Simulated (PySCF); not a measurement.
# BH2Br (SMILES BBr): CCSDT/STO-3G

Aim: the vertical ionisation energy of BH2Br at CCSDT/STO-3G, from 2 runs. 

The results are computed with PySCF 2.14.0.

5 further runs of the same task are left out: 5 set aside as unsound or not needed.

**1. The structure to begin with**

The species is BH2Br (4 atoms), meant as a singlet with charge 0. As SMILES, `BBr`. The shape is that of a PBE0-D4/def2-TZVP optimisation.

Bond lengths: B1–Br2 1.891 Å, B1–H3 1.188 Å, B1–H4 1.188 Å. Angles: Br2–B1–H3 117.8°, Br2–B1–H4 117.8°, H3–B1–H4 124.3°.

**2. The energy at CCSDT/STO-3G**

Contents of calc.py:

```python
from pyscf import gto, scf, cc

system = gto.M(
    atom='B -0.153900 0.025000 -0.096900; Br 1.470100 -0.363400 0.790800; H -1.111200 -0.617300 0.191700; H -0.149500 0.895400 -0.905900',
    verbose=3,
    spin=0,
    basis='sto-3g',
    charge=0,
    max_memory=1860,
)

mf = scf.RHF(system)
mf.conv_tol = 1e-10
mf.kernel()
if not mf.converged:
    mf = mf.newton().run(mf.mo_coeff, mf.mo_occ)

mycc = cc.CCSDT(mf, frozen=10)
mycc.kernel()
etot = mycc.e_tot
print('E(%s) = %.9f' % ('CCSDT', etot))
```

Launch:

```sh
$ OMP_NUM_THREADS=1 python calc.py
```

Log:

```text
converged SCF energy = -2570.21524440676
_make_eris_incore_RCCSDT

WARN: A large `blksize` is being used, which may cause large memory consumption
      for storing contraction intermediates. If memory is sufficient, consider using
      `pyscf.cc.rccsdt_highm.RCCSDT` instead.

RCCSDT converged
E(RCCSDT) = -2570.279182349148   E_corr = -0.06393794238732529
E_corr(same-spin) = -0.00624141240330913
E_corr(oppo-spin) = -0.0576965299840162
E(CCSDT) = -2570.279182349
```

It took 1.3 s on 1 thread of Intel Xeon 6975P-C (Granite Rapids), shared host; peak memory 0.11 GiB.

**3. The doublet cation, same level**

Contents of job.py:

```python
from pyscf import gto, cc

molecule = gto.M(
    atom='B -0.153900 0.025000 -0.096900; Br 1.470100 -0.363400 0.790800; H -1.111200 -0.617300 0.191700; H -0.149500 0.895400 -0.905900',
    basis='sto-3g',
    charge=1,
    verbose=3,
    max_memory=1860,
    spin=1,
)

myscf = molecule.UHF()
myscf.conv_tol = 1e-10
myscf.kernel()
if not myscf.converged:
    myscf = myscf.newton().run(myscf.mo_coeff, myscf.mo_occ)

mycc = cc.CCSDT(myscf, frozen=10)
mycc.kernel()
energy = mycc.e_tot
print(f'total energy: {energy:.8f} hartree')
```

Launch:

```sh
$ OMP_NUM_THREADS=1 python job.py
```

Log:

```text
converged SCF energy = -2569.91655291086  <S^2> = 0.75300733  2S+1 = 2.0030051
_make_eris_incore_UCCSDT

WARN: A large `blksize_v_aaa` is being used, which may cause large memory consumption
      for storing contraction intermediates. If memory is sufficient, consider using
      `pyscf.cc.uccsdt_highm.UCCSDT` instead.

WARN: A large `blksize_v_aab` is being used, which may cause large memory consumption
      for storing contraction intermediates. If memory is sufficient, consider using
      `pyscf.cc.uccsdt_highm.UCCSDT` instead.

UCCSDT converged
E(UCCSDT) = -2569.976907626499   E_corr = -0.06035471563950579
E_corr(same-spin) = -0.00643294883054001
E_corr(oppo-spin) = -0.0539217668089658
total energy: -2569.97690763 hartree
```

It took 3.3 s on 1 thread of Intel Xeon 6975P-C (Granite Rapids), shared host; peak memory 0.13 GiB.

**4. What came out**

Level: CCSDT/STO-3G, 10 core orbitals frozen.

| quantity | value |
| --- | --- |
| singlet BH2Br: total energy | -2570.27918 Eh |
| singlet BH2Br: dipole moment (Hartree–Fock density) | 0.98 D |
| singlet BH2Br: HOMO energy (Hartree–Fock orbitals) | -8.65 eV |
| singlet BH2Br: LUMO energy (Hartree–Fock orbitals) | 5.94 eV |
| singlet BH2Br: HOMO–LUMO gap (Hartree–Fock orbitals) | 14.59 eV |
| singlet BH2Br: correlation energy (10 core orbitals frozen) | -63.9 mEh |
| singlet BH2Br: T1 diagnostic | 0.013 |
| doublet cation: total energy | -2569.97691 Eh |
| doublet cation: HOMO energy (Hartree–Fock orbitals) (highest over α and β) | -19.24 eV |
| doublet cation: LUMO energy (Hartree–Fock orbitals) (lowest over α and β) | -7.60 eV |
| doublet cation: correlation energy (10 core orbitals frozen) | -60.4 mEh |
| doublet cation: ⟨S²⟩ of the reference determinant | 0.753 |
| doublet cation: T1 diagnostic | 0.017 |
| vertical ionisation energy (to the doublet cation) | 8.225 eV |

**Reading.** Removing an electron at fixed nuclei costs 8.23 eV (190 kcal/mol). In a minimal basis such a difference can be off by several eV, whatever the method.
